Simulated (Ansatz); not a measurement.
**C₅H₁₁FGeO₂: how energies converge with the basis set**

How large a basis does C₅H₁₁FGeO₂ need? Two functionals are run in growing sets.

Program: Ansatz 0.2.0, Gaussian basis. Level of theory: one geometry, several basis sets. These are calculated values, not measurements.

Plan: PBE0-D4/def2-SVP; ωB97M-V/def2-SVP; PBE0-D4/def2-QZVPP; ωB97M-V/def2-QZVPP; the functionals' def2-TZVPP values are taken from earlier runs.

### 1 The relaxed structure

The geometry comes from an earlier relaxation with PBE0-D4 in a triple-zeta def2 set; it is a stationary point, not always the lowest conformer.

SMILES `C=C[CH2][Ge]([F])([O]C)[O]C`, 20 atoms, charge 0, spin multiplicity 1.

Atoms are counted from 1 here; the program's logs count them from 0.

Bond lengths: C1–C2 1.326 Å, C1–H10 1.083 Å, C1–H11 1.086 Å, C2–C3 1.489 Å, C2–H12 1.087 Å, C3–Ge4 1.940 Å, C3–H13 1.094 Å, C3–H14 1.092 Å, Ge4–F5 1.743 Å, Ge4–O6 1.748 Å, Ge4–O8 1.757 Å, O6–C7 1.416 Å, C7–H15 1.092 Å, C7–H16 1.095 Å, C7–H17 1.094 Å, O8–C9 1.412 Å, C9–H18 1.095 Å, C9–H19 1.092 Å and more. Angles: C2–C1–H10 121.3°, C2–C1–H11 121.6°, H10–C1–H11 117.0°, C1–C2–C3 124.7°, C1–C2–H12 119.3°, C3–C2–H12 116.0°, C2–C3–Ge4 111.7°, C2–C3–H13 111.9°, C2–C3–H14 111.9°, Ge4–C3–H13 105.5°, Ge4–C3–H14 107.5°, H13–C3–H14 108.0°, C3–Ge4–F5 108.5°, C3–Ge4–O6 110.1°, C3–Ge4–O8 116.9°, F5–Ge4–O6 109.0°, F5–Ge4–O8 105.4°, O6–Ge4–O8 106.6° and more.

### 2 PBE0-D4 in def2-SVP

Contents of in.yaml:

```yaml
crystal:
  periodic: [false, false, false]
  atoms:
    - {symbol: C, position_ang: [-0.696394, 1.179661, -2.748122]}
    - {symbol: C, position_ang: [-1.067823, 1.303182, -1.481158]}
    - {symbol: C, position_ang: [-1.605615, 0.195932, -0.643634]}
    - {symbol: Ge, position_ang: [-0.354404, -0.325593, 0.743933]}
    - {symbol: F, position_ang: [-1.006908, -1.705417, 1.585008]}
    - {symbol: O, position_ang: [-0.139079, 0.983479, 1.881386]}
    - {symbol: C, position_ang: [0.817123, 0.889396, 2.921982]}
    - {symbol: O, position_ang: [1.253025, -0.810995, 0.225387]}
    - {symbol: C, position_ang: [1.424241, -1.937953, -0.607512]}
    - {symbol: H, position_ang: [-0.296090, 2.019951, -3.302060]}
    - {symbol: H, position_ang: [-0.781004, 0.234961, -3.276760]}
    - {symbol: H, position_ang: [-0.962651, 2.266637, -0.988000]}
    - {symbol: H, position_ang: [-2.519385, 0.488776, -0.118559]}
    - {symbol: H, position_ang: [-1.827967, -0.693325, -1.237772]}
    - {symbol: H, position_ang: [0.842857, 1.854467, 3.431267]}
    - {symbol: H, position_ang: [0.541323, 0.118543, 3.648774]}
    - {symbol: H, position_ang: [1.815824, 0.668470, 2.533991]}
    - {symbol: H, position_ang: [0.991370, -2.842313, -0.166693]}
    - {symbol: H, position_ang: [2.496766, -2.096490, -0.735692]}
    - {symbol: H, position_ang: [0.983190, -1.781766, -1.599565]}
basis:
  gaussian: {orbitals: def2-SVP}
hamiltonian: {xc: pbe0, dispersion: d4}
output: {orbitals: {seedname: orbitals}}
```

Run with:

```
$ ansatz run in.yaml --threads 5 --pin off --events-out ev --progress --plain --max-ram 66560MiB --backend cpu
```

Further steps of the session: ωB97M-V in def2-SVP; PBE0-D4 in def2-QZVPP; ωB97M-V in def2-QZVPP.

Q: Predict the results of all the runs planned. Wanted: PBE0-D4: double and triple zeta above quadruple; ωB97M-V: double and triple zeta above quadruple.

The runs gave:

| quantity | value |
| --- | --- |
| PBE0-D4: double and triple zeta above quadruple | 23.38, 1.92 eV |
| ωB97M-V: double and triple zeta above quadruple | 23.80, 1.86 eV |

In words: PBE0-D4 gains 21.46 eV from double to triple zeta, then 1.92 eV more. Total energies overstate the basis error of differences, where much of it tends to cancel. The LUMO of ωB97M-V is positive and keeps falling with the basis (2.18 to 1.54 eV): an unbound level that the basis holds in place.
